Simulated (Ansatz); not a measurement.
Runs of Ansatz 0.2.0 on BiTe. The structure is trigonal, space group R-3m (No. 166). Conventional cell: a = 4.845 Å, b = 4.845 Å, c = 9.952 Å, α = 90.00°, β = 90.00°, γ = 120.00°. Bi (site symmetry -3m) has 6 Te at 3.25 Å as nearest neighbours. Te (site symmetry -3m) is surrounded by 6 Bi at 3.25 Å. The cell comes from a database or a generator and needn't be the stable form of this composition.

```csv
task,level,k mesh,points for each segment of the path,mesh quality,gap on the mesh (eV),pressure (GPa),V0 of scaled cells (Å³/atom),B0 (GPa)
band structure,HSE06,6 × 6 × 6,4,not flagged,none,-1.8,-,-
single point,PBE0,6 × 6 × 6,-,not flagged,none,(b),-,-
equation of state,PBE0,4 × 4 × 4,-,coarse,-,-,32.55,57
equation of state,HSE06,4 × 4 × 4,-,coarse,-,-,32.59,(a)
```

Alike in all rows: potentials or basis Ansatz PAW; no spin polarisation; cell as given; cutoff (eV) 420; smearing fermi-dirac 0.05 eV.

**Question.** Estimate the missing entries.

**Answer.** (a) 56; (b) -1.9.

Caveats: some runs use coarse meshes; spin-orbit coupling is left out, which moves the levels of the heavy elements; the PAW data sets come from PBE, with cores solved anew for the run's functional, which leaves a small shift of forces and pressure (some runs); the thresholds are loose for stress (some runs); the cell was scaled at fixed shape and fractional positions, which overstates the stiffness of a crystal with free parameters, most of all of layers and chains (some runs); the PAW data sets were made with another functional, which shifts forces and pressure a little (some runs).

A k mesh can miss the band edges, and the runs leave out spin-orbit coupling on Bi, Te.

A gap of «none» marks a metal or a gap under the smearing width.
